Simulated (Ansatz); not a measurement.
# AlH₇N₂OSi: basis-set convergence

An exercise on one series of results from a longer session: the logs are not shown, and one member is left open.

Program: Ansatz 0.2.0, Gaussian basis. Level of theory: one geometry, several basis sets. These are calculated values, not measurements.

The runs, in order: PBE0-D4/def2-SVP; ωB97M-V/def2-SVP; PBE0-D4/def2-QZVPP; ωB97M-V/def2-QZVPP; the functionals' def2-TZVPP values are taken from earlier runs.

## The geometry

The geometry comes from an earlier relaxation with PBE0-D4 in a triple-zeta def2 set; it is a stationary point, not always the lowest conformer.

SMILES `[NH2][Al]([NH2])[O][SiH3]`, 12 atoms, charge 0, spin multiplicity 1.

Atoms are counted from 1 here; the program's logs count them from 0.

Bond lengths: N1–Al2 1.762 Å, N1–H6 1.006 Å, N1–H7 1.006 Å, Al2–N3 1.762 Å, Al2–O4 1.685 Å, N3–H8 1.006 Å, N3–H9 1.006 Å, O4–Si5 1.615 Å, Si5–H10 1.489 Å, Si5–H11 1.489 Å, Si5–H12 1.489 Å. Angles: Al2–N1–H6 125.7°, Al2–N1–H7 124.0°, H6–N1–H7 110.4°, N1–Al2–N3 122.1°, N1–Al2–O4 119.0°, N3–Al2–O4 118.9°, Al2–N3–H8 125.7°, Al2–N3–H9 124.0°, H8–N3–H9 110.4°, Al2–O4–Si5 179.8°, O4–Si5–H10 110.6°, O4–Si5–H11 110.6°, O4–Si5–H12 110.5°, H10–Si5–H11 108.3°, H10–Si5–H12 108.4°, H11–Si5–H12 108.4°.

The first run:

The input, in.yaml:

```yaml
crystal:
  periodic: [false, false, false]
  atoms:
    - {symbol: N, position_ang: [-1.563380, 0.011332, 1.683960]}
    - {symbol: Al, position_ang: [-0.307808, -0.548730, 0.582288]}
    - {symbol: N, position_ang: [0.322757, -2.192769, 0.640034]}
    - {symbol: O, position_ang: [0.309108, 0.521496, -0.563460]}
    - {symbol: Si, position_ang: [0.903313, 1.550462, -1.657870]}
    - {symbol: H, position_ang: [-1.999771, -0.538714, 2.403944]}
    - {symbol: H, position_ang: [-1.942709, 0.943048, 1.676789]}
    - {symbol: H, position_ang: [0.028878, -2.911422, 1.279213]}
    - {symbol: H, position_ang: [1.040357, -2.541286, 0.027148]}
    - {symbol: H, position_ang: [0.935611, 2.935553, -1.112100]}
    - {symbol: H, position_ang: [2.290144, 1.166473, -2.040783]}
    - {symbol: H, position_ang: [0.060500, 1.549459, -2.885161]}
basis:
  gaussian: {orbitals: def2-SVP}
hamiltonian: {xc: pbe0, dispersion: d4}
output: {orbitals: {seedname: orbitals}}
```

Among the steps run: PBE0-D4 in def2-SVP; ωB97M-V in def2-SVP; PBE0-D4 in def2-QZVPP; ωB97M-V in def2-QZVPP.

One table of the session follows, with a row left open; its other results are not shown here.

It belongs to the step «Functionals by basis». 

| functional | basis | HOMO (eV) | LUMO (eV) |
| --- | --- | --- | --- |
| PBE0-D4 | def2-SVP | -6.72 | 0.26 |
| PBE0-D4 | def2-TZVPP | -7.05 | -0.16 |
| PBE0-D4 | def2-QZVPP | -7.12 | -0.38 |
| ωB97M-V | def2-SVP | -9.10 | 1.85 |
| ωB97M-V | def2-TZVPP | -9.44 | 1.34 |
| ωB97M-V | def2-QZVPP | ? | ? |

Q: Estimate the row for ωB97M-V, def2-QZVPP from the others.

As computed: HOMO (eV): -9.52; LUMO (eV): 0.95. In the column «HOMO (eV)» it is the lowest.
